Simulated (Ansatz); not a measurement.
# SiBr₂: how energies converge with the basis set

One table from this session's results is given with a row withheld; the runs are named, their logs left out.

Program: Ansatz 0.2.0, Gaussian basis. Level of theory: one geometry, several basis sets. These are calculated values, not measurements.

Levels to be run: PBE0-D4/def2-SVP; ωB97M-V/def2-SVP; PBE0-D4/def2-QZVPP; ωB97M-V/def2-QZVPP; the functionals' def2-TZVPP values are taken from earlier runs.

### The relaxed structure

All runs share one geometry, relaxed beforehand with PBE0-D4 in a triple-zeta def2 set.

3 atoms, charge 0, spin multiplicity 1.

Atoms are counted from 1 here; the program's logs count them from 0.

Bond lengths: Br1–Si2 2.249 Å, Si2–Br3 2.249 Å. Angles: Br1–Si2–Br3 101.9°.

As a file:

```
Br    0.97510    1.34208    0.67092
Si   -0.76996    0.38573   -0.37643
Br   -0.21604   -1.79261   -0.30779
```

The first run:

in.yaml reads:

```yaml
crystal:
  periodic: [false, false, false]
  atoms:
    - {symbol: Br, position_ang: [0.975099, 1.342079, 0.670925]}
    - {symbol: Si, position_ang: [-0.769963, 0.385735, -0.376433]}
    - {symbol: Br, position_ang: [-0.216036, -1.792614, -0.307792]}
basis:
  gaussian: {orbitals: def2-SVP}
hamiltonian: {xc: pbe0, dispersion: d4}
output: {orbitals: {seedname: orbitals}}
```

Among the steps run: PBE0-D4 in def2-SVP; ωB97M-V in def2-SVP; PBE0-D4 in def2-QZVPP; ωB97M-V in def2-QZVPP.

One table of the session follows, with a row left open; its other results are not shown here.

It belongs to the step «Functionals by basis». 

```
functional       basis  HOMO (eV)  LUMO (eV)
   PBE0-D4    def2-SVP      -7.50      -3.07
   PBE0-D4  def2-TZVPP      -7.54      -3.08
   PBE0-D4  def2-QZVPP      -7.56      -3.09
   ωB97M-V    def2-SVP      -9.47      -1.05
   ωB97M-V  def2-TZVPP      -9.55      -1.11
   ωB97M-V  def2-QZVPP          ?          ?
```

**Question.** Estimate the row for ωB97M-V, def2-QZVPP.

The run gave: HOMO (eV): -9.57; LUMO (eV): -1.14. In the column «HOMO (eV)» it is the lowest.
